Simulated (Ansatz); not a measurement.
# AlGaH (quartet): wave-function methods side by side at scale of all distances = 1.000, 6-31G

How much of the correlation energy of AlGaH (quartet) does each wave-function method recover here?

Method: 6-31G, core rule «outside noble gas», up to 19 orbitals frozen; program: Ansatz 0.2.0, Gaussian basis.

Plan: UHF; CCSD(T) on ROHF; CCSD(T) on UHF; BCCD(T) on ROHF; CISD; CCSDT(Q) on ROHF; CCSDT(Q) on UHF; CASSCF and MRCISD+Q, 5 electrons in 5 orbitals; CASSCF and NEVPT2, 5 electrons in 5 orbitals; CASSCF and MRCISD+Q, 7 electrons in 9 orbitals; CASSCF and MRCISD+Q(relaxed), 7 electrons in 9 orbitals; CASSCF and NEVPT2, 7 electrons in 9 orbitals; Full CI.

12 further runs of the same task are left out: 8 that didn't finish, 4 set aside as unsound or not needed.

## 1. What is computed

The geometry derives from a PBE0/def2-TZVP stationary point (not a proven minimum). All distances are scaled together. No spin-orbit coupling is included. The filled d shell of Ga may be among the frozen orbitals whatever the setting's name suggests; the logs give the count.

3 atoms, charge 0, spin multiplicity 4.

Atoms are counted from 1 here; the program's logs count them from 0.

Bond lengths: Al1–Ga2 2.344 Å, Al1–H3 1.582 Å. Angles: Ga2–Al1–H3 180.0°.

## 2. UHF

Contents of in.yaml:

```yaml
crystal:
  periodic: [false, false, false]
  atoms:
    - {symbol: Al, position_ang: [0.000000, 0.000000, 0.253900]}
    - {symbol: Ga, position_ang: [0.000000, 0.000000, -2.089700]}
    - {symbol: H, position_ang: [0.000000, 0.000000, 1.835800]}
basis:
  gaussian: {orbitals: 6-31G}
magnetization: {spin_polarized: true, initial_magnetization: 3}
hamiltonian: {xc: hf}
output: {orbitals: {seedname: orbitals}}
```

Command:

```sh
$ ansatz run in.yaml --threads 1 --pin off --events-out ev --progress --plain --max-ram 2393MiB
```

Further steps of the session: CCSD(T) on ROHF; CCSD(T) on UHF; BCCD(T) on ROHF; CISD; CCSDT(Q) on ROHF; CCSDT(Q) on UHF; CASSCF and MRCISD+Q, 5 electrons in 5 orbitals; CASSCF and NEVPT2, 5 electrons in 5 orbitals; CASSCF and MRCISD+Q, 7 electrons in 9 orbitals; CASSCF and MRCISD+Q(relaxed), 7 electrons in 9 orbitals; CASSCF and NEVPT2, 7 electrons in 9 orbitals; Full CI.

Q: Predict the results of all the runs planned. Wanted: FCI below the RHF energy; RMP2 from FCI; UMP2 from FCI; RCCSD from FCI; RCCSD(T) from FCI; UCCSD(T) from FCI; RCCSDT(Q) from FCI; UCCSDT(Q) from FCI; NEVPT2 pair from FCI.

The runs gave:

| quantity | value |
| --- | --- |
| FCI below the RHF energy | -2.0487 eV |
| RMP2 from FCI | +61.8 kJ/mol |
| UMP2 from FCI | +61.3 kJ/mol |
| RCCSD from FCI | +7.7 kJ/mol |
| RCCSD(T) from FCI | +2.7 kJ/mol |
| UCCSD(T) from FCI | +2.1 kJ/mol |
| RCCSDT(Q) from FCI | +0.2 kJ/mol |
| UCCSDT(Q) from FCI | -0.3 kJ/mol |
| NEVPT2 pair from FCI | +55.2 kJ/mol |
| MRCISD+Q pair from FCI | +1.3 kJ/mol |
| NEVPT2 valence from FCI | +14.4 kJ/mol |
| levels within 1 kcal/mol (43 meV) | RCCSD(T), UCCSD(T), BCCD(T), RCCSDT, UCCSDT, RCCSDT(Q), UCCSDT(Q), MRCISD+Q pair, MRCISD valence, MRCISD+Q valence, MRCISD+Q(relaxed) valence |
| T1 diagnostic | 0.035 |
| effectively unpaired electrons | 3.04 |

What this shows: RCCSD(T) misses by +2.7 kJ/mol, 1.4 % of the correlation energy. UCCSDT(Q), MRCISD+Q(relaxed) valence fall below full CI: unrestricted runs freeze a spin-polarised core, another one than full CI's, and coupled cluster isn't variational. One determinant dominates. Of the multireference levels listed MRCISD+Q valence comes nearest in total energy (+0.3 kJ/mol), which doesn't show that its space is the better one. These misses are within one basis, not against nature; the frozen cores of restricted and unrestricted runs differ, which can shift their rows.
